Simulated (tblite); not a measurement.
# C3H8OPSi2: the cost of one run

Computed with tblite 0.8.0 and PySCF 2.14.0, with density-fitted response routines of our own, on a single molecule in the gas phase. Atoms are numbered from 0 throughout.

## Step 1: The molecule as given

15 atoms, charge 0, multiplicity 2; geometry from: force field or distance geometry start.

Bonds of the start (Å): C0–O1 1.42, O1–Si2 1.66, Si2–C3 1.89, C3–C4 1.19, C4–Si5 1.88, Si5–P6 2.23, C0–H7 1.09, C0–H8 1.10, C0–H9 1.08, Si2–H10 1.48, Si2–H11 1.48, Si5–H12 1.49, P6–H13 1.42, P6–H14 1.41.

## Step 2: Optimising the geometry with GFN2-xTB

What the job is given:

```
{"job": {"kind": "relax", "xc": "GFN2-xTB", "basis": "xTB"}, "charge": 0, "multiplicity": 2}
C      2.203600    -1.356400     0.326000
O      2.415000    -0.097300     0.944700
Si     1.195600     0.560500     1.858100
C     -0.325600     0.970900     0.811400
C     -1.290500     1.203900     0.152100
Si    -2.784300     1.566700    -0.926900
P     -2.646300     0.192700    -2.672100
H      1.962300    -2.127200     1.064900
H      1.406500    -1.288900    -0.424900
H      3.112900    -1.648200    -0.180400
H      0.815100    -0.403300     2.917500
H      1.685300     1.793100     2.510600
H     -4.034800     1.245300    -0.183900
H     -2.442100    -1.000500    -1.933100
H     -1.277200     0.396700    -2.940600
```

Command:

```bash
$ OMP_NUM_THREADS=1 python probes_run.py task.json out
```

The driver reads the jobs from task.json and runs them one after another.

Q: Estimate the wall time of this first job on 1 thread of Arm Neoverse N1, shared host.

About 2.3 s.
